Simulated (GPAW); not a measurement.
A run of GPAW 26.7.0 is set up as follows.

Contents of run.py:

```python
import numpy as np
from ase import Atoms
from ase.dft.bandgap import bandgap
from ase.io import write
from ase.units import GPa
from ase.parallel import parprint
from gpaw import GPAW, PW

atoms = Atoms(['Hf', 'In', 'In', 'In', 'In', 'Si', 'O', 'O', 'O', 'O', 'O', 'O'],
              cell=[[5.69867, 0.00381, 0.01559],
                    [-0.70506, 6.10815, -0.00575],
                    [-2.73718, -1.39557, 6.63076]],
              scaled_positions=[[0.11793, 0.01556, 0.13292],
                                [0.38842, 0.99901, 0.72891],
                                [0.75865, 0.00842, 0.49586],
                                [0.23461, 0.48841, 0.533],
                                [0.59649, 0.48211, 0.20528],
                                [0.86778, 0.44029, 0.85544],
                                [0.55316, 0.38738, 0.7929],
                                [0.93454, 0.38483, 0.65596],
                                [0.98414, 0.26218, 0.00347],
                                [0.99083, 0.69806, 0.98452],
                                [0.08665, 0.06493, 0.39374],
                                [0.4868, 0.10883, 0.21799]],
              pbc=True)

calc = GPAW(mode=PW(800),
            xc='PBE',
            kpts={'size': (4, 3, 3), 'gamma': True},
            occupations={'name': 'fermi-dirac', 'width': 0.05},
            nbands=83,
            convergence={'density': 1e-05, 'energy': 1e-05},
            maxiter=150,
            txt='gpaw.txt')
atoms.calc = calc
energy = atoms.get_potential_energy()
forces = atoms.get_forces()
stress = atoms.get_stress()
calc.write('gs.gpw')
write('result.traj', atoms)
parprint(f'Energy: {energy:.6f} eV')
parprint('Forces (eV/A):')
parprint(forces.round(4))
parprint('Stress (GPa):', (stress / GPa).round(3))
parprint('Fermi level:', round(calc.get_fermi_level(), 4), 'eV')
parprint(f'Gap: {bandgap(calc)[0]:.4f} eV, direct: {bandgap(calc, direct=True)[0]:.4f} eV')

dense = calc.fixed_density(kpts={'size': (6, 4, 4), 'gamma': True}, update_fermi_level=True,
                           nbands=126, convergence={'bands': 'CBM+6.0', 'eigenstates': 1e-6}, txt='dos.txt')
ef = dense.get_fermi_level()
dos = dense.dos(shift_fermi_level=False)
energies = np.linspace(ef - 14, ef + 6, 401)
spins = [None]
columns = [energies] + [dos.raw_dos(energies, spin=s, width=0.2) for s in spins]
for symbol, l in [('Hf', 0), ('Hf', 1), ('Hf', 2), ('In', 0), ('In', 1), ('In', 2), ('O', 0), ('O', 1), ('Si', 0), ('Si', 1), ('Si', 2)]:
    for s in spins:
        columns.append(sum(dos.raw_pdos(energies, a=a.index, l=l, spin=s, width=0.2)
                           for a in atoms if a.symbol == symbol))
np.savetxt('dos.dat', np.array(columns).T, fmt='%.4f')
parprint('Fermi level on the dense mesh:', round(ef, 4), 'eV')
```

Potentials or basis: GPAW PAW data sets (gpaw-data 1.2.1), pw.

Command:

```console
$ OMP_NUM_THREADS=1 mpirun -n 8 gpaw python run.py
```

Question: What does it give for the pressure?

Answer: 0.6 GPa.

Question: What does it give for the band gap on the k mesh?

Answer: 0.88 eV, indirect (least direct gap 1.15 eV).

States per cell in windows of 1 eV (zero at the valence-band top; states under -8 eV left out):
| from (eV) | total |
| --- | --- |
| -8.0 | 0.58 |
| -7.0 | 6.20 |
| -6.0 | 5.53 |
| -5.0 | 9.32 |
| -4.0 | 9.74 |
| -3.0 | 6.05 |
| -2.0 | 1.99 |
| -1.0 | 2.57 |
| 0.0 | 0.24 |
| 1.0 | 3.20 |
| 2.0 | 4.47 |
| 3.0 | 6.32 |
| 4.0 | 6.48 |
| 5.0 | 5.95 |

Caveat: spin-orbit coupling is left out, which moves the levels of the heavy elements; an odd mesh through Γ misses points on the zone boundary, where band edges often lie.
